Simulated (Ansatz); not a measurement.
# Te2Pb3Se: the cost of one run

Computed with Ansatz 0.2.0 (DFT PBE, scalar-relativistic, plane waves, PAW, unless a step's input says otherwise).

## 1. The system as given

The structure is tetragonal, space group I4/mmm (No. 139). The conventional cell has a = 4.573 Å, b = 4.573 Å, c = 19.342 Å, α = 90.00°, β = 90.00°, γ = 90.00°. Te (site symmetry 4mm) is surrounded by 6 Pb at 3.24 to 3.32 Å. Around Pb (site symmetry 4mm) lie 1 Se at 3.10 Å and 5 Te at 3.24 to 3.32 Å. Around Pb (site symmetry 4/mmm) lie 4 Se at 3.23 Å and 2 Te at 3.25 Å. Se (site symmetry 4/mmm) is surrounded by 6 Pb at 3.10 to 3.23 Å.

Structure file:

```
CELL_PARAMETERS angstrom
-2.28673 2.28673 9.67105
2.28673 -2.28673 9.67105
2.28673 2.28673 -9.67105
ATOMIC_POSITIONS crystal
Te 0.83177 0.83177 0.00000
Te 0.16823 0.16823 0.00000
Pb 0.66027 0.66027 0.00000
Pb 0.33973 0.33973 0.00000
Pb 0.00000 0.00000 0.00000
Se 0.50000 0.50000 0.00000
```

The start is the relaxed end of an invented cell (made as: elements ordered on the sites of the TePb type, Te/Se on Te (I4/mmm, No. 139)), taken up again for a closer look.

## 2. A first look at the guess

The input, input.yaml:

```yaml
crystal:
  lattice:
    - [-2.2867271, 2.2867271, 9.6710462]
    - [2.2867271, -2.2867271, 9.6710462]
    - [2.2867271, 2.2867271, -9.6710462]
  atoms:
    - { symbol: Te, position: [0.831773, 0.831773, 0.0] }
    - { symbol: Te, position: [0.168227, 0.168227, 0.0] }
    - { symbol: Pb, position: [0.660269, 0.660269, 0.0] }
    - { symbol: Pb, position: [0.339731, 0.339731, 0.0] }
    - { symbol: Pb, position: [0.0, 0.0, 0.0] }
    - { symbol: Se, position: [0.5, 0.5, 0.0] }
basis:
  ecutwfc: 420
kpoints:
  mp_grid: { grid: [6, 6, 6] }
hamiltonian:
  xc: pbe
scf:
  occupations: { method: gaussian, width: 0.1 }
  lower_state_search: "off"
output:
  forces: true
  stress: true
  eigenvalues: true
```

Launch:

```bash
$ ansatz run input.yaml --threads 4 --pin off --max-ram 8192MiB --backend cpu --events-out ev --progress --plain --runs-dir out
```

Q: Estimate wall time and peak memory on 4 threads of Intel Xeon 6975P-C (Granite Rapids), shared host.

About 2.4 s, with a peak of 0.78 GiB.
